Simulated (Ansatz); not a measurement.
# LuMnIn (P-6m2) in Ansatz: a series of runs

Aim: see how the results for LuMnIn move with the level of theory and the settings. Levels: LDA, PBE, PBEsol, RPBE. Tasks: relaxation of cell and atoms.

Program: Ansatz 0.2.0. These are calculated values, not measurements. Logs are shortened: lines on timing, memory, paths and dates and some standing lists are left out, and cuts for length are marked.

**1. The structure**

The structure is hexagonal, space group P-6m2 (No. 187). The conventional cell has a = 4.737 Å, b = 4.737 Å, c = 3.401 Å, α = 90.00°, β = 90.00°, γ = 120.00°. Lu (site symmetry -6m2) is surrounded by 6 In at 3.22 Å and 6 Mn at 3.22 Å and 2 Lu at 3.40 Å. Around In (site symmetry -6m2) lie 3 Mn at 2.73 Å. Mn (site symmetry -6m2) is surrounded by 3 In at 2.73 Å.

The cell comes from a database or a generator and needn't be the stable form of this composition.

**2. Relaxation of cell and atoms, LDA, collinear spin, ferromagnetic start**

Input file input.yaml:

```yaml
crystal:
  lattice:
    - [4.7365597518, 0.0, 0.0]
    - [-2.3682798759, 4.1019810716, 0.0]
    - [0.0, 0.0, 3.400741]
  atoms:
    - { symbol: Lu, position: [0.0, 0.0, 0.0] }
    - { symbol: In, position: [0.6666666667, 0.3333333333, 0.5] }
    - { symbol: Mn, position: [0.3333333333, 0.6666666667, 0.5], spin: 4.0 }
hamiltonian:
  xc: lda
  pseudopotentials: { kind: paw }
magnetization:
  spin_polarized: true
kpoints:
  mp_grid: { grid: [7, 7, 8] }
scf:
  occupations: { method: fermi_dirac, width: 0.05 }
output:
  forces: true
  stress: true
  eigenvalues: true
relax:
  f_tol: 0.01
  max_steps: 40
  cell: { stress_tol: 0.05 }
```

Potentials or basis: Ansatz PAW.

The run is started by

```
$ ansatz run input.yaml --threads 2 --pin off --max-ram 5632MiB --backend cpu --events-out ev --progress --plain --runs-dir out
```

Standard output:

```text
Warning: RAYON_NUM_THREADS=2 ignored (pool sized by the plan → 2); use --threads N
Engine: ansatz 0.2.0, aarch64-unknown-linux-gnu
Pseudopotentials: kind: paw
Pseudopotential: Lu, paw, valence charge 25, recommended cutoff 420 eV (normal), Lu.paw.azcp
Pseudopotential: In, paw, valence charge 13, recommended cutoff 420 eV (normal), In.paw.azcp
Pseudopotential: Mn, paw, valence charge 15, recommended cutoff 420 eV (normal), Mn.paw.azcp
Functional definition: SPW92
  exchange = slater_x
  correlation = pw_c
Crystal: 3 atoms, lattice volume = 66.074 Å³
Basis set: ecut = 420 eV, 1277 PW (Γ)
Bands: 35, of which v1, the nominal top of the filled ones, is band 27 counted from 1 (26 counted from 0)
Symmetry: 12 space group operations
Space group: P-6m2 (ITA 187), of the structure as read, at distance tolerance 4.0e-5 Å
Magnetic group: BNS 187.209 (UNI 1439), of the structure as read, at distance tolerance 4.0e-5 Å
k-points: 40 of 392 (time reversal used)
Non-local potential: Lu, projectors of the file, l = 0: 3, l = 1: 2, l = 2: 2, l = 3: 3
Non-local potential: In, projectors of the file, l = 0: 2, l = 1: 2, l = 2: 2, l = 3: 2
Non-local potential: Mn, projectors of the file, l = 0: 3, l = 1: 2, l = 2: 3, l = 3: 1
PAW form: soft (Blöchl's): semilocal exchange-correlation on the pseudo side does not see the compensation charge
PAW frozen core: Lu, regenerated for the run's functional, and the local potential with it (the file was generated under x = pbe(κ = 0.804, μ = 0.2195149727645171), c = pbe(β = 0.06672455060314922))
PAW frozen core: In, regenerated for the run's functional, and the local potential with it (the file was generated under x = pbe(κ = 0.804, μ = 0.2195149727645171), c = pbe(β = 0.06672455060314922))
PAW frozen core: Mn, regenerated for the run's functional, and the local potential with it (the file was generated under x = pbe(κ = 0.804, μ = 0.2195149727645171), c = pbe(β = 0.06672455060314922))
PAW one-centre angular grid: Lu, 590 points (default); XC on 64 Gauss nodes
PAW one-centre angular grid: In, 590 points (default); XC on 64 Gauss nodes
PAW one-centre angular grid: Mn, 590 points (default); XC on 64 Gauss nodes
Initial density: superposition of atomic densities (chi_scale 0.1, normalization cell)
Starting moments: Σ|m| = 4 μB on 1 of 3 sites
Initial wavefunctions: pseudopotential atomic-orbital guess
Functional: x = slater, c = lda
iter 1 solved again at ethr=1.36e-3 eV; its pass at ethr=3.10e-3 eV (dr2=7.22e-1 eV) is discarded
SCF iter   1: F=—  HF=-23790.973145 eV  |F-HF|=—  |Δ(HF+E_count)|=         —  Δρ=1.48e-2 (↑1.48e-2 ↓1.40e-2)  dr2=7.27e-1  dr2_m=1.68e-2  M=3.644 μB ∫|m|=4.097 μB  β_m=0.30  ethr=1.36e-3  ⟨swp⟩=1.8  Hψ=15812  notcnv=0
Mixer restart at iter 1: flushing history
preconditioner: auto → Kerker (q_TF=auto, 2.630 Å⁻¹)  [metal: Δε(μ)=0.017 eV  Ē_g=12.195 eV  σ=0.050 eV  W_gap=0.08  n_scr=20 (ndim 8)  ℏωp=30.0 eV  f_vac=0.000  D(μ)=1.69/eV (n_scr^D=8)]
spin=Collinear: Kerker preconditioning applied to the charge; magnetization (m = ρ↑ − ρ↓) channel mixes plain (no charge-response kernel on spin).
SCF iter   2: F=—  HF=-23790.986718 eV  |F-HF|=—  |Δ(HF+E_count)|=   1.36e-2  Δρ=1.15e-2 (↑1.09e-2 ↓1.15e-2)  dr2=5.22e-1  dr2_m=1.04e-2  M=3.603 μB ∫|m|=4.079 μB  β_m=0.65  ethr=1.36e-3  ⟨swp⟩=2.7  Hψ=4923  notcnv=0  defer=1
SCF iter   3: F=—  HF=-23791.190583 eV  |F-HF|=—  |Δ(HF+E_count)|=   2.04e-1  Δρ=7.71e-3 (↑7.71e-3 ↓7.24e-3)  dr2=1.67e-1  dr2_m=1.52e-2  M=3.505 μB ∫|m|=3.999 μB  β_m=0.64  ethr=9.86e-4  ⟨swp⟩=3.3  Hψ=6036  notcnv=0  defer=133
SCF iter   4: F=—  HF=-23791.148769 eV  |F-HF|=—  |Δ(HF+E_count)|=         —  Δρ=6.06e-3 (↑6.06e-3 ↓5.70e-3)  dr2=4.34e-2  dr2_m=1.25e-2  M=3.459 μB ∫|m|=3.923 μB  β_m=0.64  ethr=3.16e-4  ⟨swp⟩=4.0  Hψ=6956  notcnv=0  defer=133
Mixer restart at iter 4: flushing history
SCF iter   5: F=—  HF=-23791.144039 eV  |F-HF|=—  |Δ(HF+E_count)|=   4.73e-3  Δρ=2.52e-3 (↑2.52e-3 ↓2.38e-3)  dr2=1.99e-2  dr2_m=1.05e-3  M=3.466 μB ∫|m|=3.931 μB  β_m=0.54  ethr=8.19e-5  ⟨swp⟩=3.0  Hψ=7594  notcnv=0  defer=134
SCF iter   6: F=—  HF=-23791.127770 eV  |F-HF|=—  |Δ(HF+E_count)|=   1.63e-2  Δρ=2.17e-3 (↑2.17e-3 ↓1.59e-3)  dr2=7.45e-3  dr2_m=4.43e-4  M=3.469 μB ∫|m|=3.940 μB  β_m=0.59  ethr=3.75e-5  ⟨swp⟩=3.0  Hψ=7388  notcnv=0  defer=134
SCF iter   7: F=—  HF=-23791.128017 eV  |F-HF|=—  |Δ(HF+E_count)|=   2.46e-4  Δρ=1.11e-3 (↑5.28e-4 ↓1.11e-3)  dr2=1.19e-3  dr2_m=1.50e-4  M=3.478 μB ∫|m|=3.958 μB  β_m=0.80  ethr=1.41e-5  ⟨swp⟩=2.2  Hψ=5210  notcnv=0  defer=131
SCF iter   8: F=—  HF=-23791.129062 eV  |F-HF|=—  |Δ(HF+E_count)|=   1.05e-3  Δρ=3.63e-4 (↑3.63e-4 ↓1.76e-4)  dr2=1.45e-4  dr2_m=1.73e-5  M=3.482 μB ∫|m|=3.970 μB  β_m=0.79  ethr=2.25e-6  ⟨swp⟩=2.1  Hψ=5101  notcnv=0  defer=131
[... 87 lines left out ...]
SCF iter   6: F=—  HF=-23791.287326 eV  |F-HF|=—  |Δ(HF+E_count)|=   8.20e-8  Δρ=5.19e-6 (↑1.35e-6 ↓5.19e-6)  dr2=3.76e-8  dr2_m=2.53e-9  M=3.437 μB ∫|m|=3.762 μB  β_m=0.88  ethr=4.41e-11  ⟨swp⟩=2.0  Hψ=4079  notcnv=0
SCF iter   7: F=—  HF=-23791.287327 eV  |F-HF|=—  |Δ(HF+E_count)|=   7.00e-8  Δρ=2.44e-6 (↑9.53e-7 ↓2.44e-6)  dr2=1.13e-8  dr2_m=4.16e-10  M=3.437 μB ∫|m|=3.762 μB  β_m=0.90  ethr=4.41e-11  ⟨swp⟩=2.3  Hψ=5019  notcnv=0
SCF iter   8: F=—  HF=-23791.287327 eV  |F-HF|=—  |Δ(HF+E_count)|=   6.96e-9  Δρ=3.18e-7 (↑3.18e-7 ↓3.08e-7)  dr2=3.52e-10  dr2_m=1.34e-12  M=3.437 μB ∫|m|=3.762 μB  β_m=0.95  ethr=2.13e-11  ⟨swp⟩=2.6  Hψ=5014  notcnv=0
SCF iter   9: F=—  HF=-23791.287327 eV  |F-HF|=—  |Δ(HF+E_count)|=  3.60e-10  Δρ=2.79e-7 (↑9.87e-8 ↓2.79e-7)  dr2=8.17e-11  dr2_m=5.30e-12  M=3.437 μB ∫|m|=3.762 μB  β_m=0.97  ethr=1.00e-12  ⟨swp⟩=2.9  Hψ=6229  notcnv=0
SCF iter  10: F=—  HF=-23791.287327 eV  |F-HF|=—  |Δ(HF+E_count)|=  2.55e-10  Δρ=7.21e-8 (↑2.52e-8 ↓7.21e-8)  dr2=5.10e-12  dr2_m=3.63e-13  M=3.437 μB ∫|m|=3.762 μB  β_m=0.94  ethr=1.00e-12  ⟨swp⟩=2.0  Hψ=3505  notcnv=0
SCF iter  11: F=-23791.287327 eV  HF=-23791.287327 eV  |F-HF|=1.46e-11  |Δ(HF+E_count)|=  7.28e-12  Δρ=1.17e-7 (↑8.05e-8 ↓1.17e-7)  dr2=2.77e-11  dr2_m=2.27e-13  M=3.437 μB ∫|m|=3.762 μB  ethr=1.00e-12  ⟨swp⟩=6.8  Hψ=17556  notcnv=0
SCF 6 converged in 11 iterations: F = -23791.287327 eV  dr2 = 2.77e-11
relax step   6: F+E_penalty+E_count = -23791.28732655 eV  Δ(F+E_penalty+E_count) = +1.274e-3 eV  max|allowed force component| = 0.000e0 eV/Å  Δτ_max = 0.0000 Å  P = -0.008 GPa  Ω = 59.686 Å³  stress off target by 1.79e-2 GPa  SCF on the basis re-selected at this cell (its energy is not comparable with the rows above)  (11 SCF iters)
basis re-selected at this cell: Δ(F+E_penalty+E_count) = +1.274e-3 eV, ΔP = -0.012 GPa vs the last step (what re-selecting the basis moved, of the pressure what is left beyond the Pulay correction that the steps carried, after the strain that the cell walked since its last selection, with what the two solves' SCF thresholds leave and, on support functions, any second-order correction that the steps lacked; it is no measure of the basis error at this ecutwfc). This SCF's stress stands 1.79e-2 GPa from its target on what of the cell is left free (relax.cell.stress_tol is 5.00e-2 GPa) and its largest allowed force component is 0.00e0 eV/Å (relax.f_tol is 1.00e-2 eV/Å): within both
SCF converged after 11 iterations
Magnetization: 3.4372 μB (28.2186 up, 24.7814 down)
Absolute magnetization: 3.7713 μB (∫|ρ↑−ρ↓|, with the PAW one-centre terms)
Spin contamination: 0.2487 ħ² per cell (⟨S²⟩ above its minimum at these occupations)
Per-site moments (μB) at R_I (Å): [(-0.06624842656881795, 1.2843897946219822), (-5.436123146749416e-5, 1.0921406551921138), (3.3109808159852627, 1.0921406551921138)]
Free energy (F): -23791.287327 eV
Harris-Foulkes:  -23791.287327 eV  (|F-HF|=1.46e-11)
Internal energy: -23791.271856 eV  (E = F + TS)
E sigma→0 (E₀):  -23791.279591 eV
Entropy (-TS):   -0.015471 eV (-5.157 meV/atom)
Fermi energy:    14.646293 eV
--- Per-component energies (eV) ---
  E_band       = -178.624071
  E_kinetic    = 970.817954
  E_local      = -9475.906348  (includes V_loc(G=0)·N_el)
  E_nonlocal   = 1206.798915
  E_hartree    = 3943.097049
  E_xc         = -544.471755
  E_vxc        = -506.335451  (∫ρ·V_xc dr)
  E_paw        = -12395.814460  (= ΣΔE_a)
  E_vpaw       = -260.193482  (= ΣTr[D̂ρ^β])
  E_aug_tail   = 0.000045  (compensation charges beyond the density's cutoff)
  E_ewald      = -7498.780379
  E_core_change = 2.987124  (= ΣΔE_core)
  E_smearing   = -0.015471  (= −TS)
  E_closure    = 0.000000  (closes the sum)
  Σ components = -23791.287327   (vs F -23791.287327, Δ=0.00e0)
--- Forces (eV/Å), atoms counted from 1 ---
  atom   1  Lu     0.00000000     0.00000000     0.00000000
  atom   2  In     0.00000000     0.00000000     0.00000000
  atom   3  Mn     0.00000000     0.00000000     0.00000000
  max |Σ_I F_I| component: 0.00e0 eV/Å
--- Stress (GPa, compression-positive) ---
       -0.017943       0.000000       0.000000
        0.000000      -0.017943       0.000000
        0.000000       0.000000       0.011691
  P = ⅓ Tr σ = -0.0081 GPa (-0.081 kbar)
--- Band table (eV; the first three rows and the last of 80) ---
  k-point 0 ↑: bands = ["-65.3395", "-41.2807", "-34.4922", "-34.4922", "-34.3517", "-12.0057", "-12.0057", "-11.7691", "0.3702", "0.5962", "0.5962", "0.6783", "0.6783", "5.8129", "9.8332", "9.8332", "9.8468", "9.8797", "9.8797", "9.8828", "9.8980", "11.6477", "11.6477", "11.9328", "12.8633", "12.8633", "14.1352", "14.1352", "14.8363", "17.5726", "19.2425", "19.2425", "19.3793", "19.3793", "20.2597"]
  k-point 1 ↑: bands = ["-65.3393", "-41.2777", "-34.4920", "-34.4920", "-34.3543", "-11.9980", "-11.9980", "-11.8380", "0.4230", "0.5942", "0.5942", "0.6562", "0.6562", "6.0771", "9.8419", "9.8419", "9.8501", "9.8739", "9.8739", "9.8832", "9.8836", "11.6419", "11.6419", "12.0301", "12.7180", "12.7180", "14.4552", "14.4552", "15.1701", "17.5654", "18.0159", "18.0159", "18.8277", "20.7595", "20.7595"]
  k-point 2 ↑: bands = ["-65.3389", "-41.2706", "-34.4914", "-34.4914", "-34.3608", "-12.0007", "-11.9795", "-11.9795", "0.5505", "0.5841", "0.5841", "0.6086", "0.6086", "6.8421", "9.8542", "9.8582", "9.8584", "9.8584", "9.8676", "9.8676", "9.8842", "11.6233", "11.6233", "12.1526", "12.4478", "12.4478", "15.0672", "15.2594", "15.2594", "17.0350", "17.0350", "17.3906", "18.5049", "21.3803", "21.3803"]
  k-point 39 ↓: bands = ["-61.9198", "-41.2831", "-31.1666", "-31.1662", "-31.0304", "-12.2703", "-11.9943", "-11.9906", "0.5026", "0.5391", "0.6119", "0.6202", "0.7610", "9.6767", "9.8225", "9.8629", "9.8673", "9.8753", "9.8895", "9.8960", "10.1861", "11.9516", "12.2254", "14.0379", "14.2570", "14.9041", "14.9245", "15.4061", "15.5551", "16.6796", "18.4629", "19.2271", "19.9880", "20.5376", "21.4010"]
--- Relaxed structure (5 steps of the walk, 5 accepted, 1 SCFs on fresh bases) ---
  F+E_penalty+E_count = -23791.28732655 eV   max|allowed force component| = 0.000e0 eV/Å   (the final SCF, on the basis selected at the relaxed cell)
  cell:  # Å, volume = 59.6858 Å³
    - [4.585801463768008, -1.2034429044531174e-33, 0.0]
    - [-2.292900731884004, 3.971420564334959, 0.0]
    - [0.0, 0.0, 3.277252750107137]
  atoms:
    - { symbol: Lu, position: [8.128761586917959e-35, 2.4779807816316495e-35, 0.0] }
    - { symbol: In, position: [0.6666666666666666, 0.3333333333333333, 0.49999999999999994] }
    - { symbol: Mn, position: [0.3333333333333333, 0.6666666666666666, 0.49999999999999994] }
```

It took 2.1 min on 2 threads of Arm Neoverse V1, shared host; peak memory 0.52 GiB.

Results:

| Quantity | Value |
| --- | --- |
| Free energy | -23791.2873 eV |
| Relaxed volume | 19.90 Å³/atom |
| Relaxed cell | a = 4.586 Å, b = 4.586 Å, c = 3.277 Å, α = 90.00°, β = 90.00°, γ = 120.00° |
| Space group after relaxing (to 0.05 Å) | P-6m2 (No. 187) |
| Energy gained by relaxing | 52.8 meV/atom |
| Ionic steps | 6 |
| Pressure after relaxing | 0.0 GPa |
| Band gap on the k mesh | none (metal or under the smearing width) |
| Net moment | 3.44 μB per cell |
| Absolute moment | 3.77 μB per cell |
| Site moments | Lu -0.07; In -0.00; Mn +3.31 μB |

The path:
```tsv
step	energy change (eV)	largest force (eV/Å)	volume (Å³)
1	0.0000	0.0000	66.07
2	-0.1417	0.0000	57.74
3	-0.1590	0.0000	60.03
4	-0.1596	0.0000	59.71
5	-0.1596	0.0000	59.69
6	-0.1583	0.0000	59.69
```

Final structure:
```
CELL_PARAMETERS angstrom
4.58580 0.00000 0.00000
-2.29290 3.97142 0.00000
0.00000 0.00000 3.27725
ATOMIC_POSITIONS crystal
Lu 0.00000 0.00000 0.00000
In 0.66667 0.33333 0.50000
Mn 0.33333 0.66667 0.50000
```

Caveat: the plane-wave basis is chosen anew once the cell has moved, so the energies of steps on either side of that aren't comparable; spin-orbit coupling is left out, which moves the levels of the heavy elements; the PAW data sets come from PBE, with cores solved anew for the run's functional, which leaves a small shift of forces and pressure.

(Continued in part 2 of 2.)
